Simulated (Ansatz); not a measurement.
# CH2FSi2: the cost of one run

Method: RKS revPBE-D4/def2-SVPD, in Ansatz 0.2.0.

### 1 The structure to begin with

Bond lengths: F1–Si2 1.584 Å, Si2–C3 1.782 Å, C3–Si4 1.714 Å, Si2–H5 1.444 Å, Si4–H6 1.446 Å. Angles: F1–Si2–C3 114.2°, F1–Si2–H5 102.3°, C3–Si2–H5 143.5°, Si2–C3–Si4 152.9°, C3–Si4–H6 173.0°.

As a file:

```xyz
6

F    -0.9684   -2.2411    0.7925
Si   -0.4889   -0.7477    1.0151
C     0.3779   -0.0450   -0.3746
Si    0.8244    1.2579   -1.3950
H    -0.9867   -0.4582    2.3391
H     1.2418    2.2340   -2.3772
```

### 2 Relaxing end A

Input file input.yaml:

```yaml
crystal:
  periodic: [false, false, false]
  atoms:
    - { symbol: F, position_ang: [-0.96841, -2.24107, 0.79252] }
    - { symbol: Si, position_ang: [-0.48891, -0.74765, 1.01513] }
    - { symbol: C, position_ang: [0.37785, -0.04504, -0.37456] }
    - { symbol: Si, position_ang: [0.82441, 1.2579, -1.395] }
    - { symbol: H, position_ang: [-0.9867, -0.45816, 2.33909] }
    - { symbol: H, position_ang: [1.24176, 2.23402, -2.37719] }
total_charge: 1
basis:
  gaussian: { orbitals: def2-SVPD }
hamiltonian:
  xc: revpbe
  dispersion: d4
relax:
  f_tol: 0.02
  max_steps: 50
output:
  orbitals: {}
```

Command:

```
> ansatz run input.yaml --threads 2 --pin off --max-ram 3072MiB --backend cpu --events-out ev --progress --plain --runs-dir out
```

**Question.** How long does this run take on 2 threads of Intel Xeon Platinum 8259CL at 2.50GHz (Skylake/Cascade Lake), shared host, and how much memory does it need?

About 22 s, with a peak of 0.16 GiB.
